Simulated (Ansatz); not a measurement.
# ZnO: the cost of one run

Program: Ansatz 0.2.0. Level of theory: DFT PBE, scalar-relativistic, plane waves, PAW. These are calculated values, not measurements.

### 1 The system as given

The structure is hexagonal, space group P6_3mc (No. 186). Conventional cell: a = 3.249 Å, b = 3.249 Å, c = 5.206 Å, α = 90.00°, β = 90.00°, γ = 120.00°. Around Zn (site symmetry 3m) lie 4 O at 1.97 to 1.98 Å. Around O (site symmetry 3m) lie 4 Zn at 1.97 to 1.98 Å.

Structure file:

```xyz
4
Lattice="3.2493 0.0000 0.0000 -1.6247 2.8140 0.0000 0.0000 0.0000 5.2057" Properties=species:S:1:pos:R:3 pbc="T T T"
Zn    0.0000    1.8760    2.6029
Zn    1.6247    0.9380    0.0000
O     1.6247    0.9380    1.9730
O     0.0000    1.8760    4.5759
```

The structure rests on an entry of the Crystallography Open Database; cell or positions may have been set otherwise for this series.

### 2 Relaxing cell and atoms: ZnO, no spin

Input file input.yaml:

```yaml
crystal:
  lattice:
    - [3.249308, 0.0, 0.0]
    - [-1.624654, 2.8139832727, 0.0]
    - [0.0, 0.0, 5.205709]
  atoms:
    - { symbol: Zn, position: [0.3333333333, 0.6666666667, 0.5] }
    - { symbol: Zn, position: [0.6666666667, 0.3333333333, 0.0] }
    - { symbol: O, position: [0.6666666667, 0.3333333333, 0.37901] }
    - { symbol: O, position: [0.3333333333, 0.6666666667, 0.87901] }
scf:
  occupations: { method: gaussian, width: 0.02 }
output:
  forces: true
  stress: true
  eigenvalues: true
kpoints:
  mp_grid: { grid: [21, 21, 12] }
hamiltonian:
  xc: pbe
relax:
  f_tol: 0.005
  adjacent_minimum: "off"
  cell: { stress_tol: 0.02 }
```

Launch:

```bash
> ansatz run input.yaml --threads 4 --pin off --max-ram 14336MiB --backend cpu --events-out ev --progress --plain --runs-dir out
```

What time and memory should one allow on 4 threads of Intel Xeon 6975P-C (Granite Rapids), shared host?

About 49 s, with a peak of 0.72 GiB.
